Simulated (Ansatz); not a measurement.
# CH6BFSn: one species, many methods

The task here is to estimate one member of a computed series from the others.

Computed with Ansatz 0.2.0, Gaussian basis. Level: functionals in def2-TZVPP, the program's frozen cores in correlated methods.

Plan: PBE-D4, r2SCAN-D4, PBE0-D4, B3LYP-D4, ωB97X-V, ωB97M-V, B2PLYP; CCSD(T)/def2-TZVPP; MP2/def2-QZVPP; extrapolation to the limit.

### The relaxed structure

All runs share one geometry, relaxed beforehand with PBE0-D4 in a triple-zeta def2 set. Sn takes the def2 core potential; no spin-orbit term is included.

SMILES `FC[BH][SnH3]`, 10 atoms, charge 0, spin multiplicity 1.

Atoms are counted from 1 here; the program's logs count them from 0.

Bond lengths: F1–C2 1.389 Å, C2–B3 1.544 Å, C2–H5 1.102 Å, C2–H6 1.102 Å, B3–Sn4 2.249 Å, B3–H7 1.197 Å, Sn4–H8 1.708 Å, Sn4–H9 1.708 Å, Sn4–H10 1.710 Å. Angles: F1–C2–B3 115.8°, F1–C2–H5 108.1°, F1–C2–H6 108.1°, B3–C2–H5 109.5°, B3–C2–H6 109.5°, H5–C2–H6 105.3°, C2–B3–Sn4 121.3°, C2–B3–H7 116.1°, Sn4–B3–H7 122.6°, B3–Sn4–H8 110.6°, B3–Sn4–H9 110.8°, B3–Sn4–H10 112.4°, H8–Sn4–H9 107.7°, H8–Sn4–H10 107.5°, H9–Sn4–H10 107.6°.

Coordinates:

```csv
atom,x (Å),y (Å),z (Å)
F1,-1.88314,0.65166,-0.45368
C2,-0.67681,1.18287,-0.89138
B3,0.59456,0.47266,-0.37960
Sn4,0.46877,-1.30893,0.98767
H5,-0.68180,1.18078,-1.99298
H6,-0.64621,2.24562,-0.60286
H7,1.63703,0.92540,-0.75377
H8,-0.37746,-2.58722,0.23431
H9,-0.36279,-0.91256,2.42583
H10,2.01094,-1.90129,1.42927
```

Set-up of the first run:

in.yaml reads:

```yaml
crystal:
  periodic: [false, false, false]
  atoms:
    - {symbol: F, position_ang: [-1.883141, 0.651659, -0.453681]}
    - {symbol: C, position_ang: [-0.676810, 1.182875, -0.891379]}
    - {symbol: B, position_ang: [0.594559, 0.472663, -0.379597]}
    - {symbol: Sn, position_ang: [0.468767, -1.308926, 0.987668]}
    - {symbol: H, position_ang: [-0.681800, 1.180778, -1.992978]}
    - {symbol: H, position_ang: [-0.646207, 2.245616, -0.602865]}
    - {symbol: H, position_ang: [1.637034, 0.925403, -0.753775]}
    - {symbol: H, position_ang: [-0.377459, -2.587219, 0.234312]}
    - {symbol: H, position_ang: [-0.362785, -0.912556, 2.425826]}
    - {symbol: H, position_ang: [2.010942, -1.901294, 1.429269]}
basis:
  gaussian: {orbitals: def2-TZVPP}
hamiltonian: {xc: pbe, dispersion: d4}
output: {forces: true, orbitals: {seedname: orbitals}}
```

The run is started by

```
> ansatz run in.yaml --threads 4 --pin off --events-out ev --progress --plain --max-ram 10444MiB
```

Steps of the session up to this table: PBE-D4 (GGA); r2SCAN-D4 (meta-GGA); PBE0-D4 (hybrid); B3LYP-D4 (hybrid); ωB97X-V (range-separated); ωB97M-V (range-separated); B2PLYP (double hybrid); CCSD(T) in def2-TZVPP; MP2 in def2-QZVPP.

One of the session's tables, all rows but one given; the rest of the session is left out.

```
            method  atoms, summed (eV)  atomisation energy (kcal/mol)
            PBE-D4          -10321.883                          748.4
         r2SCAN-D4          -10327.469                          742.3
           PBE0-D4          -10323.040                          738.6
          B3LYP-D4          -10330.366                          739.9
           ωB97X-V          -10325.687                          745.2
           ωB97M-V          -10324.333                          741.7
            B2PLYP          -10319.055                          730.2
     HF/def2-TZVPP                   ?                              ?
    MP2/def2-TZVPP          -10300.800                          724.5
   CCSD/def2-TZVPP          -10302.165                          714.8
CCSD(T)/def2-TZVPP          -10302.512                          724.0
           MP2/CBS          -10312.377                          741.1
       CCSD(T)/CBS          -10314.089                          740.6
```

Q: Estimate the row for HF/def2-TZVPP from the others.

As computed: atoms, summed (eV): -10285.234; atomisation energy (kcal/mol): 546.7. In the column «atoms, summed (eV)» it is the highest.
